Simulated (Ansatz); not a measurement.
Nudged elastic band run: Al$_{6}$GeH$_{2}$N$_{6}$

input.yaml

```yaml
crystal:
  lattice:
    - [5.445568, 0.0, 0.0]
    - [-2.722784, 5.285196, 0.0]
    - [0.0, 0.0, 16.323963]
  atoms:
    - { symbol: Al, position: [0.6666667, 0.0, 0.0612596] }
    - { symbol: Al, position: [0.19205391, 0.51980282, 0.09306569] }
    - { symbol: "N", position: [0.55656433, 0.66187506, 0.07831301] }
    - { symbol: "N", position: [0.99801739, 0.18624393, 0.12429413] }
    - { symbol: Al, position: [0.26143695, 0.06488769, 0.12602046] }
    - { symbol: Al, position: [0.70650032, 0.58856203, 0.17015533] }
    - { symbol: "N", position: [0.09388332, 0.72135116, 0.1564259] }
    - { symbol: "N", position: [0.53161859, 0.24058765, 0.19972036] }
    - { symbol: Al, position: [0.81336156, 0.17304808, 0.23479541] }
    - { symbol: Al, position: [0.28224752, 0.70137587, 0.25294141] }
    - { symbol: "N", position: [0.66119032, 0.79698422, 0.26070819] }
    - { symbol: "N", position: [-0.00916626, 0.46031602, 0.30747591] }
    - { symbol: Ge, position: [0.77873614, 0.61590105, 0.34506924] }
    - { symbol: H, position: [0.97085005, 0.83643655, 0.4007358] }
    - { symbol: H, position: [0.5113029, 0.42768669, 0.38695517] }
basis:
  ecutwfc: 420.0
kpoints:
  mp_grid: { grid: [2, 2, 1] }
hamiltonian:
  xc: pbesol
  pseudopotentials: { kind: paw, azcp: { folder: soft_1 } }
scf:
  occupations: { method: gaussian, width: 0.05 }
  lower_state_search: "off"
neb:
  images: 5
  f_tol: 0.03
  initial_path: idpp
  max_iterations: 40
  constraints: [{ sites: [0] }]
  final_atoms:
    - { symbol: Al, position: [0.66666663, 0.0, 0.06125963] }
    - { symbol: Al, position: [0.20940104, 0.53787538, 0.10833242] }
    - { symbol: "N", position: [0.57103647, 0.67429846, 0.08811399] }
    - { symbol: "N", position: [1.0026214, 0.19332308, 0.12263904] }
    - { symbol: Al, position: [0.27242683, 0.07295079, 0.13696461] }
    - { symbol: Al, position: [0.7159487, 0.61637071, 0.18435868] }
    - { symbol: "N", position: [0.10514443, 0.72674301, 0.17827594] }
    - { symbol: "N", position: [0.53982814, 0.27588647, 0.20809495] }
    - { symbol: Al, position: [0.80141791, 0.17452785, 0.22439562] }
    - { symbol: Al, position: [0.27677711, 0.70604935, 0.2794934] }
    - { symbol: "N", position: [0.66922795, 0.83734356, 0.26781318] }
    - { symbol: "N", position: [0.0601955, 0.34572686, 0.31162761] }
    - { symbol: Ge, position: [0.99877733, 0.97259164, 0.34163777] }
    - { symbol: H, position: [0.9343765, 0.352817, 0.35806932] }
    - { symbol: H, position: [0.87307178, 0.98038546, 0.42789808] }
  order_check: true
```

Command:

```bash
$ ansatz run input.yaml --threads 1 --pin off --max-ram 3072MiB --backend cpu --events-out ev --progress --plain --runs-dir out
```

Output, in part (warnings, iteration lines):

```
NEB end point (image 0): max|allowed force component| = 1.583e-2 eV/Å (the criterion of neb.relax_end_points is 1.000e-2)
NEB end point (image 6): max|allowed force component| = 2.619e-2 eV/Å (the criterion of neb.relax_end_points is 1.000e-2)
NEB iter   1: max|band force component| = 3.633e0 eV/Å  barrier→ = 3.8653 eV  barrier← = 5.0450 eV  Δτ_max = 0.2000 Å  (88 SCF iters)
NEB iter   2: max|band force component| = 3.331e0 eV/Å  barrier→ = 2.4425 eV  barrier← = 3.6222 eV  Δτ_max = 0.2000 Å  (50 SCF iters)
NEB iter   3: max|band force component| = 8.247e0 eV/Å  barrier→ = 1.8682 eV  barrier← = 3.0479 eV  Δτ_max = 0.1023 Å  (49 SCF iters)
NEB iter   4: max|band force component| = 1.683e0 eV/Å  barrier→ = 1.5684 eV  barrier← = 2.7481 eV  Δτ_max = 0.2000 Å  (44 SCF iters)
NEB iter   5: max|band force component| = 1.265e0 eV/Å  barrier→ = 1.6725 eV  barrier← = 2.8522 eV  Δτ_max = 0.2000 Å  (43 SCF iters)
NEB iter   6: max|band force component| = 1.237e0 eV/Å  barrier→ = 1.7328 eV  barrier← = 2.9125 eV  Δτ_max = 0.1027 Å  (45 SCF iters)
NEB iter   7: max|band force component| = 6.381e-1 eV/Å  barrier→ = 1.7517 eV  barrier← = 2.9314 eV  Δτ_max = 0.1015 Å  (43 SCF iters)
NEB iter   8: max|band force component| = 1.353e0 eV/Å  barrier→ = 1.8062 eV  barrier← = 2.9859 eV  CI = image 2  Δτ_max = 0.1009 Å  (41 SCF iters)
[... lines left out ...]
NEB iter  18: max|band force component| = 2.650e-1 eV/Å  barrier→ = 1.7309 eV  barrier← = 2.9106 eV  CI = image 2  Δτ_max = 0.0405 Å  (34 SCF iters)
NEB iter  19: max|band force component| = 5.484e-2 eV/Å  barrier→ = 1.7308 eV  barrier← = 2.9105 eV  CI = image 2  Δτ_max = 0.0257 Å  (32 SCF iters)
NEB iter  20: max|band force component| = 3.941e-2 eV/Å  barrier→ = 1.7308 eV  barrier← = 2.9105 eV  CI = image 2  Δτ_max = 0.0156 Å  (27 SCF iters)
```

The run converged. The profile has 2 maxima (images 2, 5) with wells between them (image 4): this band takes more than one step, which may be the mechanism or a detour left from its start path. Neighbouring images differ by up to 2.3 eV, so the band resolves the path poorly. By the program's own check the climbing image is of a kind that is not told: the force calls were inconclusive, a negative curvature could not be distinguished from the path's own, the only one lies far off the path, or fixed occupations may fill a level only in part (lowest curvatures found: -8.75 and 0.10 eV/Å²). Limits of this set-up: coarse k mesh, thin slab, slab without dipole correction, no dispersion correction for a molecule that may bind weakly, PAW files made for another functional.

Final band (atoms are numbered from 1 in the order of the input):

| image | path coordinate (Å) | energy (eV) | Ge13–H14 (Å) | Al9–Ge13 (Å) | N12–H14 (Å) |
| --- | --- | --- | --- | --- | --- |
| 0 | 0.00 | 0.00 | 1.54 | 3.27 | 2.75 |
| 1 | 0.84 | 0.41 | 1.53 | 3.21 | 2.34 |
| 2 | 1.68 | 1.73 | 1.63 | 3.44 | 1.57 |
| 3 | 3.06 | -0.57 | 2.49 | 3.45 | 1.03 |
| 4 | 4.44 | -0.82 | 2.81 | 3.29 | 1.03 |
| 5 | 5.82 | -0.67 | 2.86 | 2.87 | 1.03 |
| 6 | 7.19 | -1.18 | 2.46 | 2.73 | 1.04 |

Time of the run: 11 min on 1 thread of Arm Neoverse V2, on a shared host, peak memory 0.83 GiB.
